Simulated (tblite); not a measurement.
# AlCl2GeH3O4: the cost of one run

Programs: tblite 0.8.0 and PySCF 2.14.0. All values are calculated, for the isolated system unless a continuum is named. Atoms count from 0, parts from 1.

## Step 1: Starting point

11 atoms, charge 0, multiplicity 1; geometry: distance geometry start.

## Step 2: Geometry optimisation with GFN2-xTB

Job settings and geometry (Å):

```
{"job": {"kind": "relax", "xc": "GFN2-xTB", "basis": "xTB"}, "charge": 0, "multiplicity": 1}
Ge    -0.615343    -0.239695     0.291266
Cl     1.472351    -0.886264     0.544270
Cl    -0.705880     1.385517    -1.237101
O     -1.253865     0.426034     1.904991
Al    -0.237668     0.541547     3.481906
O      0.376148    -1.051660     4.198169
O      0.935029     1.986769     3.602988
O     -1.639197    -1.660046    -0.271229
H      0.930282    -1.711650     3.727693
H      0.890652     2.709426     4.265493
H     -2.613690    -1.636381    -0.393903
```

With the program's defaults for keys left out, this is: GFN2-xTB geometry optimisation, gas phase.

The run is started by

```bash
$ OMP_NUM_THREADS=1 python cluster_run.py task.json out
```

One launch serves the whole session: the jobs run in the order shown.

**Question.** How long does this first job take on 1 thread of Arm Neoverse V1, shared host?

About 2.2 s.
